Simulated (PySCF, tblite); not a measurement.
**10,9-borazaronaphthalene (C8H8BN): infrared bands and NMR shifts**

Aim: predict the infrared bands and NMR shifts of 10,9-borazaronaphthalene (C8H8BN) (`C1=CB2C=CC=CN2C=C1`).

The runs use tblite 0.8.0 and PySCF 2.14.0, with density-fitted response routines of our own; the level of theory stands in each step. All values are computed, except where a source is named. Atoms count from 0, in the outputs and in this text.

## (1) The starting structure

18 atoms, charge 0, multiplicity 1; geometry from: GFN2-xTB.

Bonds of the start (Å): C0–C1 1.36, C1–B2 1.52, B2–C3 1.52, C3–C4 1.36, C4–C5 1.42, C5–C6 1.36, C6–N7 1.36, N7–C8 1.36, C8–C9 1.36, C9–C0 1.42, N7–B2 1.45, C0–H10 1.08, C1–H11 1.08, C3–H12 1.08, C4–H13 1.08, C5–H14 1.08, C6–H15 1.08, C8–H16 1.08, C9–H17 1.08.

## (2) Vibrational analysis with GFN2-xTB

Job settings and geometry (Å):

```
{"job": {"kind": "ir", "xc": "GFN2-xTB", "basis": "xTB"}, "charge": 0, "multiplicity": 1}
C      2.341431     1.076217    -0.064990
C      1.126466     1.640139     0.167023
B     -0.118737     0.767058     0.148826
C     -1.563021     1.184254     0.379360
C     -2.546506     0.247665     0.319652
C     -2.231209    -1.105365     0.045469
C     -0.952321    -1.505611    -0.163829
N      0.098282    -0.639772    -0.123897
C      1.355635    -1.114377    -0.344885
C      2.449042    -0.312207    -0.321923
H      3.253365     1.660120    -0.061560
H      1.087958     2.704658     0.358882
H     -1.846602     2.206907     0.592165
H     -3.587597     0.500475     0.476830
H     -3.022928    -1.837883     0.000897
H     -0.719774    -2.543586    -0.372677
H      1.447167    -2.176258    -0.542573
H      3.420589    -0.746117    -0.504426
```

**Question.** This job is followed by: GIAO PBE0/pcSseg-1 NMR shielding, non-relativistic, gas phase. What will the session give for the following? strongest single infrared mode (GFN2-xTB); zero-point energy (GFN2-xTB); ¹³C shifts against TMS (PBE0/pcSseg-1, means over atoms taken as alike); ¹H shifts against TMS (PBE0/pcSseg-1, means over atoms taken as alike); ¹¹B shifts against BF3·OEt2 (PBE0/pcSseg-1); ¹⁵N shifts against NH3 (PBE0/pcSseg-1).

**Answer**, as computed:

| quantity | value |
| --- | --- |
| strongest single infrared mode (GFN2-xTB) | 3063 cm⁻¹, 153 km/mol |
| zero-point energy (GFN2-xTB) | 88.3 kcal/mol |
| ¹³C shifts against TMS (PBE0/pcSseg-1, means over atoms taken as alike) | 144.4, 142.3, 137.9, 121.6 ppm |
| ¹H shifts against TMS (PBE0/pcSseg-1, means over atoms taken as alike) | 8.10, 8.09, 8.03, 7.15 ppm |
| ¹¹B shifts against BF3·OEt2 (PBE0/pcSseg-1) | 22.8 ppm |
| ¹⁵N shifts against NH3 (PBE0/pcSseg-1) | 219.3 ppm |

In words: All 48 modes are real, so the xTB geometry is a minimum. The strongest single mode, at 3063 cm⁻¹, moves mainly H11 and H12. GFN2-xTB is a fitted tight-binding method: band positions and strengths are rough. Its intensities can rank the bands wrongly. At PBE0/pcSseg-1: The largest span, 348 ppm, is at N7, where the paramagnetic term is -282 ppm. NICS(1)zz of -22 ppm above the planar ring from C0 marks a diatropic (aromatic) ring current. NICS(1)zz of -22 ppm above the planar ring from B2 marks a diatropic (aromatic) ring current.
